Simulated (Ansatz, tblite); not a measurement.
## A script for Na3SBr (GFN2-xTB)

These are simulated results from tblite 0.8.0, not measurements. The cell was built from a prototype and was relaxed with r2SCAN in plane waves (Ansatz 0.2.0). It may be hypothetical. All runs are without spin polarisation.

The symmetry is Pm-3m (No. 221, cubic); conventional cell a = 5.216 Å, 28.39 Å³ an atom. Around Br lie 12 Na at 3.69 Å; around S lie 6 Na at 2.61 Å; around Na lie 2 S at 2.61 Å and 4 Br at 3.69 Å.

tblite solves periodic systems at the zone centre alone, so the script builds a cluster of 2×2×2 conventional cells (40 atoms), which folds in a coarse mesh of k points.

run.py reads:

```python
import json
from ase import Atoms
from ase.build import make_supercell
from ase.units import Bohr, GPa, Hartree
from tblite.interface import Calculator

atoms = Atoms(['Br', 'S', 'Na', 'Na', 'Na'],
              cell=[[5.21636002, 0.0, 0.0], [0.0, 5.21636002, 0.0], [0.0, 0.0, 5.21636002]],
              scaled_positions=[[0.0, 0.0, 0.0], [0.5, 0.5, 0.5], [0.5, 0.5, 0.0], [0.5, 0.0, 0.5], [0.0, 0.5, 0.5]],
              pbc=True)
cluster = make_supercell(atoms, [[2, 0, 0], [0, 2, 0], [0, 0, 2]])
calc = Calculator('GFN2-xTB', cluster.numbers, cluster.positions / Bohr, lattice=cluster.cell[:] / Bohr, periodic=cluster.pbc)
calc.set('temperature', 0.02 / Hartree)
calc.set('max-iter', 150)
res = calc.singlepoint()
levels = res.get('orbital-energies') * Hartree
nv = round(res.get('orbital-occupations').sum() / 2)
cells = len(cluster) // len(atoms)
out = {'energy_per_cell': res.get('energy') * Hartree / cells, 'homo': levels[nv - 1], 'lumo': levels[nv],
       'stress': (-res.get('virial') * Hartree / cluster.get_volume() / GPa).tolist(), 'charges': res.get('charges')[:len(atoms)].tolist(), 'electrons': 2 * nv / cells}
json.dump(out, open('results.json', 'w'))
for key, value in out.items():
    print(key, value)
```

Command: `python run.py`. It took 2.6 s on 1 thread of Arm Neoverse V2, on a shared host, peak memory 0.098 GiB.

Output:

```
------------------------------------------------------------
  cycle        total energy    energy error   density error
------------------------------------------------------------
      1     -64.03244518300  -6.4135417E+01   3.7291728E-01
      2     -64.92212351146  -8.8967833E-01   2.4594788E-01
      3     -65.54442024357  -6.2229673E-01   2.5748644E-01
      4     -64.39514874302   1.1492715E+00   7.7310203E-01
      5     -65.61742938262  -1.2222806E+00   8.7361880E-02
      6     -65.61813342668  -7.0404406E-04   1.0009113E-02
      7     -65.61885847268  -7.2504600E-04   2.0719756E-02
      8     -65.61921167451  -3.5320182E-04   6.4541159E-03
      9     -65.61921489916  -3.2246498E-06   1.6197044E-03
     10     -65.61921532403  -4.2487623E-07   1.0517293E-04
     11     -65.61921545336  -1.2933172E-07   4.7440403E-05
     12     -65.61921545690  -3.5366696E-09   4.4802820E-06
------------------------------------------------------------

 total:                                   2.093 sec
energy_per_cell -223.19872530172796
homo -9.371132916632693
lumo -8.666817011982264
stress [[1.5548808882180811, -1.6346325981262383e-06, -1.634629803981965e-06], [-1.6346325981823066e-06, 1.554880888217941, -1.6346333708755709e-06], [-1.6346298039722617e-06, -1.634633370867128e-06, 1.5548808882179628]]
charges [-0.547111149911088, -1.2628077332423895, 0.6033059193598909, 0.6033059193599009, 0.6033059193600654]
electrons 16.0
```

The cycle table is in hartree for the whole cluster, and the lines after it are in eV (the energy for one cell). The printed stress is in GPa and positive in compression, and the pressure is its mean diagonal.

GFN2-xTB gives a gap of 0.70 eV. On the same cell, plane-wave PBE (Ansatz, 6×6×6 k points and the special points) gives a gap of 2.57 eV and r2SCAN a gap of 3.11 eV; on shared hosts these took about 3.8 and 10 core-seconds on the 5-atom cell, against 2.6 for the script. Semilocal gaps usually lie below measured ones. xTB was fitted to molecules, so gaps, charges and pressures of solids can be far off, and the gap also depends on the size of the cluster.

The same script was run on cells scaled at fixed shape and fractional coordinates:

```csv
volume (Å³/atom),energy (meV/atom),"pressure (GPa, positive in compression)",gap (eV)
24.98,57.6,4.13,1.37
26.68,22.0,2.63,0.99
28.39,0.0,1.55,0.70
30.09,-12.2,0.77,0.48
31.79,-16.9,0.13,0.30
```

The minimum lies beyond the largest of these volumes.

xTB was fitted mostly to molecules, and a small cluster samples few k points, so gaps, pressures and kinks along a curve can be far from a solid's.

Spin-orbit coupling is left out.
